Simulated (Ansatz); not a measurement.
# NaTm: how the settings move a single-point run

How sensitive is a single-point run of NaTm to its settings? A reference run comes first, then one run with altered input.

Program: Ansatz 0.2.0. Level of theory: reference: DFT, PBE, PAW with Ansatz's default frozen-core files, scalar-relativistic. These are calculated values, not measurements.

## Step 1: The starting structure

Symmetry: P-6m2, No. 187, hexagonal system. Conventional cell: a = 3.698 Å, b = 3.698 Å, c = 6.700 Å, α = 90.00°, β = 90.00°, γ = 120.00°. Na (site symmetry -6m2) is surrounded by 6 Na at 3.70 Å and 6 Tm at 3.97 Å. Around Tm (site symmetry -6m2) lie 6 Tm at 3.70 Å and 6 Na at 3.97 Å.

Structure file:

```cif
data_structure
_symmetry_space_group_name_H-M 'P-6m2'
_symmetry_Int_Tables_number 187
_cell_length_a 3.6978
_cell_length_b 3.6978
_cell_length_c 6.6999
_cell_angle_alpha 90.000
_cell_angle_beta 90.000
_cell_angle_gamma 120.000
_cell_volume 79.34
loop_
_atom_site_label
_atom_site_type_symbol
_atom_site_symmetry_multiplicity
_atom_site_Wyckoff_symbol
_atom_site_fract_x
_atom_site_fract_y
_atom_site_fract_z
_atom_site_occupancy
Na1 Na 1 b 0.00000 0.00000 0.50000 1
Tm1 Tm 1 e 0.66667 0.33333 0.00000 1
```

## Step 2: Reference

input.yaml reads:

```yaml
crystal:
  lattice:
    - [3.6977872535, 0.0, 0.0]
    - [-1.8488936268, 3.2023776993, 0.0]
    - [0.0, 0.0, 6.6998588446]
  atoms:
    - { symbol: Na, position: [0.0, 0.0, 0.5] }
    - { symbol: Tm, position: [0.6666666667, 0.3333333333, 0.0] }
kpoints:
  mp_grid: { grid: [13, 13, 6] }
scf:
  occupations: { method: fermi_dirac, width: 0.05 }
hamiltonian:
  xc: pbe
  pseudopotentials: { kind: paw }
output:
  forces: true
  stress: true
  eigenvalues: true
  write_density: true
  write_potential: true
  elf: true
  volumetric_format: npy
```

Run with:

```
$ ansatz run input.yaml --threads 1 --pin off --max-ram 3072MiB --backend cpu --events-out ev --progress --plain --runs-dir out
```

## Step 3: Changed: dr2_threshold 1.0e-05, preconditioner local_kerker, ecutrho_ratio 9

input.yaml, as its differences from that of step 2:

```diff
@@ -12,2 +12,4 @@
   occupations: { method: fermi_dirac, width: 0.05 }
+  convergence: { dr2_threshold: 1.0e-05 }
+  mixing: { preconditioner: local_kerker }
 hamiltonian:
@@ -23 +25,3 @@
   volumetric_format: npy
+basis:
+  ecutrho_ratio: 9
```

What does the calculation give? Wanted: for each run, ending; energy change; pressure; gap; force.

The runs gave:

```tsv
run	ending	energy change	pressure (GPa)	gap (eV)	force (eV/Å)	cycles	time
reference	converged	0	-0.4	0.00	0.00	12	4.8 s
1: dr2_threshold 1.0e-05, preconditioner local_kerker, ecutrho_ratio 9	converged	0.0 meV/atom	-0.4	0.00	0.00	12	7.5 s
```

Residual by cycle in the longest SCF loop of each run; runs are numbered as in the table. The quantity is the density residual dr2, in eV.

```tsv
cycle	reference	run 1
1	0.954	0.953
2	0.178	164
3	0.107	0.111
4	0.00745	0.0759
5	0.00279	0.0143
6	4.3e-4	2.3e-4
7	7.9e-5	4.4e-4
8	2.2e-5	6.8e-4
9	2.5e-6	1.9e-4
10	6.1e-7	2.5e-5
11	1.7e-7	1.0e-5
12	8.1e-9	9.4e-7
```

What this shows: Changing the convergence setting, mixing and numerical grids hardly moves the energy: 0.0 meV/atom. Cost: 7.5 s against 4.8 s. The reference leaves spin out although Tm can carry a moment, so its state need not be the lowest.
